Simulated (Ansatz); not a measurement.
# Si2W3: the cost of one run

Program: Ansatz 0.2.0. Level of theory: DFT PBE, scalar-relativistic, plane waves, PAW. These are calculated values, not measurements.

1 further run of the same task is left out (set aside as unsound or not needed). Runs told in other sessions of the task aren't counted.

### Step 1. The structure to begin with

Symmetry: P4/mbm, No. 127, tetragonal system. The conventional cell has a = 6.630 Å, b = 6.630 Å, c = 3.312 Å, α = 90.00°, β = 90.00°, γ = 90.00°. Si (site symmetry m2m) is surrounded by 1 Si at 2.52 Å and 8 W at 2.55 to 2.58 Å. W (site symmetry 4/m) is surrounded by 4 Si at 2.58 Å. W (site symmetry m2m) is surrounded by 6 Si at 2.55 to 2.56 Å.

As a file:

```
CELL_PARAMETERS angstrom
6.63003 0.00000 0.00000
0.00000 6.63003 0.00000
0.00000 0.00000 3.31232
ATOMIC_POSITIONS crystal
Si 0.13423 0.63423 0.00000
Si 0.86577 0.36577 0.00000
Si 0.63423 0.86577 0.00000
Si 0.36577 0.13423 0.00000
W 0.50000 0.50000 0.00000
W 0.00000 0.00000 0.00000
W 0.65951 0.15951 0.50000
W 0.34049 0.84049 0.50000
W 0.15951 0.34049 0.50000
W 0.84049 0.65951 0.50000
```

It goes back to an entry of the Materials Project, which need not be the stable form.

This cell was relaxed beforehand with the same method: volume 14.56 Å³/atom, gap on the mesh none (metal).

### Step 2. Zero of energy

The reference gives a free energy of -64852.0603 eV, pressure -0.01 GPa, largest force 0.023 eV/Å and gap on the mesh none (metal). It was computed beforehand with the settings of the runs below.

### Step 3. Next: a frozen normal mode

Mode 4 of the phonon run on this cell, counted from the lowest, is frozen in: each atom moves by x times its row below, so x is the largest displacement.

```
atom      ux      uy     uz
 Si1   0.365  -0.365  0.000
 Si2  -0.365   0.365  0.000
 Si3  -0.365  -0.365  0.000
 Si4   0.365   0.365  0.000
  W5   0.000   0.000  0.000
  W6   0.000   0.000  0.000
  W7   0.707  -0.707  0.000
  W8  -0.707   0.707  0.000
  W9  -0.707  -0.707  0.000
 W10   0.707   0.707  0.000
```

### Step 4. x = -0.400 Å

input.yaml

```yaml
crystal:
  lattice:
    - [6.6300342967, 0.0, 0.0]
    - [0.0, 6.6300342967, 0.0]
    - [0.0, 0.0, 3.3123213826]
  atoms:
    - { symbol: Si, position: [0.1122176209, 0.6562483563, 0.0] }
    - { symbol: Si, position: [0.8877823791, 0.3437516437, 0.0] }
    - { symbol: Si, position: [0.6562483563, 0.8877823791, 0.0] }
    - { symbol: Si, position: [0.3437516437, 0.1122176209, 0.0] }
    - { symbol: W, position: [0.5, 0.5, 0.0] }
    - { symbol: W, position: [0.0, 0.0, 0.0] }
    - { symbol: W, position: [0.6168511477, 0.2021727915, 0.5] }
    - { symbol: W, position: [0.3831488523, 0.7978272085, 0.5] }
    - { symbol: W, position: [0.2021727915, 0.3831488523, 0.5] }
    - { symbol: W, position: [0.7978272085, 0.6168511477, 0.5] }
basis:
  ecutwfc: 420
kpoints:
  mp_grid: { grid: [6, 6, 12] }
hamiltonian:
  xc: pbe
scf:
  occupations: { method: gaussian, width: 0.15 }
output:
  forces: true
  stress: true
  eigenvalues: true
```

On the command line:

```console
$ ansatz run input.yaml --threads 2 --pin off --max-ram 5120MiB --backend cpu --events-out ev --progress --plain --runs-dir out
```

Q: Estimate wall time and peak memory on 2 threads of Intel Xeon at 2.50GHz (Skylake/Cascade Lake), shared host.

About 34 s, with a peak of 0.77 GiB.
